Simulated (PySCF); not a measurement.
# WO₂Cl₂: relaxation and vibrations of the singlet

Aim: relax WO₂Cl₂ as a singlet from a PBE0 minimum start, check by its vibrations whether the end is a minimum, and collect its spectrum and constants.

Program: PySCF 2.14.0. Level of theory: PBE0, basis W def2-SVP with ECP60, O def2-SVP, Cl def2-SVP, scalar-relativistic core potentials, no spin–orbit coupling, density fitting. These are calculated values, not measurements.

**1. Starting geometry**

5 atoms, charge 0, spin multiplicity 1.

Bond lengths: W1–O2 1.691 Å, W1–O3 1.691 Å, W1–Cl4 2.269 Å, W1–Cl5 2.269 Å. Angles: O2–W1–O3 106.0°, O2–W1–Cl4 108.9°, O2–W1–Cl5 108.9°, O3–W1–Cl4 108.9°, O3–W1–Cl5 108.9°, Cl4–W1–Cl5 115.0°.

```xyz
5
charge 0 multiplicity 1
W     0.0000    0.0000   -0.1846
O     0.0000    1.3510   -1.2022
O     0.0000   -1.3510   -1.2022
Cl    1.9139    0.0000    1.0349
Cl   -1.9139    0.0000    1.0349
```

**2. The SCF at the typed geometry**

One driver script runs all steps and calls PySCF; scf.py shows how it sets up the SCF of each step. The optimiser is the driver's own. After this first run the driver tries any further starts and a stability analysis.

scf.py reads:

```python
from pyscf import gto, scf, dft
mol = gto.M(atom='''
W     -0.000000     0.000000    -0.184608
O      0.000000     1.351037    -1.202165
O     -0.000000    -1.351037    -1.202165
Cl     1.913945    -0.000000     1.034922
Cl    -1.913945     0.000000     1.034922''',
    basis={'W': 'def2-SVP', 'O': 'def2-SVP', 'Cl': 'def2-SVP'},
    ecp={'W': 'def2-SVP'},
    charge=0, spin=0)
mf = dft.RKS(mol, xc='PBE0')
mf.grids.atom_grid = (50, 194)
aux = {'W': 'def2-universal-JKFIT', 'O': 'def2-universal-JKFIT', 'Cl': 'def2-universal-JKFIT'}
mf = mf.density_fit(auxbasis=aux)
mf.conv_tol = 1e-08
mf.diis_space = 10
mf.max_cycle = 60
mf.init_guess = 'minao'
mf.verbose = 4
mf.kernel()
```

The run is started by

```console
OMP_NUM_THREADS=2 python axn.py task.json out
```

Log:

```text
init E= -1124.7874602362
  HOMO = -0.563144786174864  LUMO = -0.324920345035447  gap/eV = 6.48242
cycle= 1 E= -1136.81590488182  delta_E=  -12  |g|=  1.5  |ddm|= 7.28
  HOMO = -0.12113491962936  LUMO = -0.114583889964824  gap/eV = 0.17826
cycle= 2 E= -1130.36714129451  delta_E= 6.45  |g|= 5.33  |ddm|= 4.62
  HOMO = -0.326979178661877  LUMO = -0.084750456416751  gap/eV = 6.59138
cycle= 3 E= -1137.25174013581  delta_E= -6.88  |g|= 0.288  |ddm|= 3.98
  HOMO = -0.368443077353934  LUMO = -0.133623016653445  gap/eV = 6.38978
cycle= 4 E= -1137.27053602439  delta_E= -0.0188  |g|= 0.101  |ddm|= 0.452
  HOMO = -0.362592489556308  LUMO = -0.121435458987679  gap/eV = 6.56222
cycle= 5 E= -1137.27271449309  delta_E= -0.00218  |g|= 0.0278  |ddm|= 0.12
  HOMO = -0.35931349383583  LUMO = -0.117859920479487  gap/eV = 6.57029
cycle= 6 E= -1137.27286921265  delta_E= -0.000155  |g|= 0.0118  |ddm|= 0.0371
  HOMO = -0.360772891019709  LUMO = -0.118492064858703  gap/eV = 6.59280
cycle= 7 E= -1137.27290533997  delta_E= -3.61e-05  |g|= 0.0032  |ddm|= 0.013
  HOMO = -0.360925657471345  LUMO = -0.118520593721471  gap/eV = 6.59618
cycle= 8 E= -1137.27290711908  delta_E= -1.78e-06  |g|= 0.00125  |ddm|= 0.00189
  HOMO = -0.360990184873579  LUMO = -0.118504023623654  gap/eV = 6.59838
cycle= 9 E= -1137.27290742313  delta_E= -3.04e-07  |g|= 0.000193  |ddm|= 0.000775
  HOMO = -0.360999425013669  LUMO = -0.118502962732828  gap/eV = 6.59866
cycle= 10 E= -1137.27290743067  delta_E= -7.54e-09  |g|= 2.95e-05  |ddm|= 0.00014
  HOMO = -0.361006325785072  LUMO = -0.118500691728909  gap/eV = 6.59891
Extra cycle  E= -1137.27290742931  delta_E= 1.36e-09  |g|= 8.9e-05  |ddm|= 7.87e-05
converged SCF energy = -1137.27290742931
```

This step, with its further starts and checks, ran for 10 s (2 threads of Arm Neoverse N1, shared host).

The test of internal stability found no lower closed-shell solution.

**3. Relaxing the singlet from the PBE0 minimum start**

The program finds C2v symmetry in the start, which this walk keeps. Threshold on the gradient: 0.0003 Eh/bohr, with a further test on the energy change.

Edit scf.py of step 2 so:

```diff
@@ -3,5 +3,5 @@
-W     -0.000000     0.000000    -0.184608
-O      0.000000     1.351037    -1.202165
-O     -0.000000    -1.351037    -1.202165
-Cl     1.913945    -0.000000     1.034922
-Cl    -1.913945     0.000000     1.034922''',
+W      0.000000     0.000000    -0.184483
+O      0.000000     1.351037    -1.202040
+O      0.000000    -1.351037    -1.202040
+Cl     1.913945     0.000000     1.035047
+Cl    -1.913945     0.000000     1.035047''',
@@ -18 +17,0 @@
-mf.init_guess = 'minao'
```

Energy and gradient, step by step:

| step | energy (Eh) | change (kJ/mol) | largest symmetric gradient (Eh/bohr) |
| --- | --- | --- | --- |
| 0 | -1137.272907 | 0.00 | 0.00016 |

The walk took 4.3 s.

Positions (Å) and forces (eV/Å) along the way:

```
step 0
W    0.000   0.000  -0.184   0.000   0.000   0.000
O    0.000   1.351  -1.202   0.000   0.008   0.004
O    0.000  -1.351  -1.202   0.000  -0.008   0.004
Cl   1.914   0.000   1.035   0.002   0.000  -0.004
Cl  -1.914   0.000   1.035  -0.002   0.000  -0.004
```

After 0 steps and 0.0 kJ/mol it ends at C2v: W–Cl 2.269 Å (×2), W–O 1.691 Å (×2); Cl–W–Cl 115.0°, Cl–W–O 108.9° (×4), O–W–O 106.0°.

**4. Hessian and properties**

The point is checked on the finer grid, and tightened if its gradient asks for it. The Hessian and the dipole derivatives come from central differences of analytic gradients, with steps of 0.02 bohr.

Edit scf.py of step 3 so:

```diff
@@ -12 +12 @@
-mf.grids.atom_grid = (50, 194)
+mf.grids.atom_grid = (75, 302)
@@ -15 +15 @@
-mf.conv_tol = 1e-08
+mf.conv_tol = 1e-10
```

The driver hands on the density of the step before, so the log starts near convergence.

SCF at the final geometry:

```text
init E= -1137.27306209295
  HOMO = -0.360999866486311  LUMO = -0.118505021247329  gap/eV = 6.59862
cycle= 1 E= -1137.27306209293  delta_E= 1.91e-11  |g|= 1.03e-05  |ddm|= 9.53e-06
  HOMO = -0.361001147774992  LUMO = -0.11850332602748  gap/eV = 6.59870
cycle= 2 E= -1137.27306209273  delta_E= 1.97e-10  |g|= 3.36e-05  |ddm|= 2.95e-05
  HOMO = -0.360999950485731  LUMO = -0.118504449053643  gap/eV = 6.59864
cycle= 3 E= -1137.27306209295  delta_E= -2.19e-10  |g|= 9.38e-07  |ddm|= 2.22e-05
  HOMO = -0.361000073883117  LUMO = -0.118504539600829  gap/eV = 6.59864
cycle= 4 E= -1137.27306209295  delta_E= -9.09e-13  |g|= 8.13e-08  |ddm|= 1.1e-06
  HOMO = -0.361000067249535  LUMO = -0.118504547001895  gap/eV = 6.59864
Extra cycle  E= -1137.27306209295  delta_E= -6.82e-13  |g|= 1.31e-07  |ddm|= 2.11e-07
converged SCF energy = -1137.27306209295
```

The whole step took 84 s.

Geometry: C2v; W–Cl 2.269 Å (×2), W–O 1.691 Å (×2); Cl–W–Cl 115.0°, Cl–W–O 108.9° (×4), O–W–O 106.0°.

Modes, for the most abundant isotopes:

| symmetry | ω (cm⁻¹) | IR (km/mol) | type |
| --- | --- | --- | --- |
| a1 | 112 | 0.8 | bend |
| b2 | 160 | 5.3 | bend |
| a2 | 218 | 0.0 | bend |
| b1 | 230 | 6.0 | bend |
| a1 | 353 | 0.1 | bend |
| a1 | 427 | 27.7 | mixed |
| b1 | 433 | 83.7 | stretch |
| b2 | 1030 | 163 | stretch |
| a1 | 1069 | 93.4 | stretch |

No imaginary mode, so this is a minimum.

Properties at this point:

| Quantity | Value |
| --- | --- |
| Dipole moment | 1.80 D |
| Highest occupied level | -9.82 eV |
| Lowest empty level | -3.22 eV |
| Rotational constants | 0.09073, 0.05359, 0.04395 cm⁻¹ |
| Zero-point energy | 24.1 kJ/mol |
| Principal polarisabilities | 48.4, 54.5, 65.4 bohr³ |
| Atomisation energy without zero-point energy | 2222 kJ/mol |
| Principal traceless quadrupole moments about the centre of mass | -2.03, -1.02, 3.06 D Å |
| Entropy at 298.15 K and 1 bar | 345.5 J/(mol K) |
| Heat capacity Cp at 298.15 K | 85.4 J/(mol K) |
| Enthalpy at 298.15 K above 0 K | 18.76 kJ/mol |
| Rotational symmetry number | 2 |

Charges (e) and bond orders:

```csv
atom,Mulliken,Löwdin,polar tensor,Mayer order to W1
W1,1.03,-0.08,2.20,–
"O2,3",-0.30,-0.10,-0.65,2.13
"Cl4,5",-0.22,0.14,-0.45,1.13
```

Outer orbital energies (eV). occupied: -12.54, -12.01, -10.91, -10.47, -10.46, -10.15, -10.12, -9.82; empty: -3.22, -2.55, -2.10, -0.85.

Mulliken populations on W1 (outside its core potential): s 2.47, p 6.35, d 3.95, f 0.21.

**5. Results**

```
                                 quantity                                                                                       value
                                  minimum                                                                                singlet, C2v
                                 geometry       W–Cl 2.269 Å (×2), W–O 1.691 Å (×2); Cl–W–Cl 115.0°, Cl–W–O 108.9° (×4), O–W–O 106.0°
                       wavenumbers (cm⁻¹)  112 (a1), 160 (b2), 218 (a2), 230 (b1), 353 (a1), 427 (a1), 433 (b1), 1030 (b2), 1069 (a1)
                            dipole moment                                                                                      1.80 D
     highest occupied, lowest empty level                                                                             -9.82, -3.22 eV
                polar-tensor charge of W1                                                                                     +2.20 e
                        zero-point energy                                                                                 24.1 kJ/mol
                      entropy at 298.15 K                                                                             345.5 J/(mol K)
atomisation energy (no zero-point energy)                                                                                 2222 kJ/mol
```

**Reading.** The PBE0 minimum start keeps its C2v symmetry and ends in a minimum. In the infrared the band at 1030 cm⁻¹ (b2, stretch) leads. Only this shape and spin were tried, so other structures or states may lie lower. Whether spin polarisation would lower the closed shell was not checked. Spin–orbit coupling, left out here, can matter for elements this heavy.

The search up to here took 98 s.
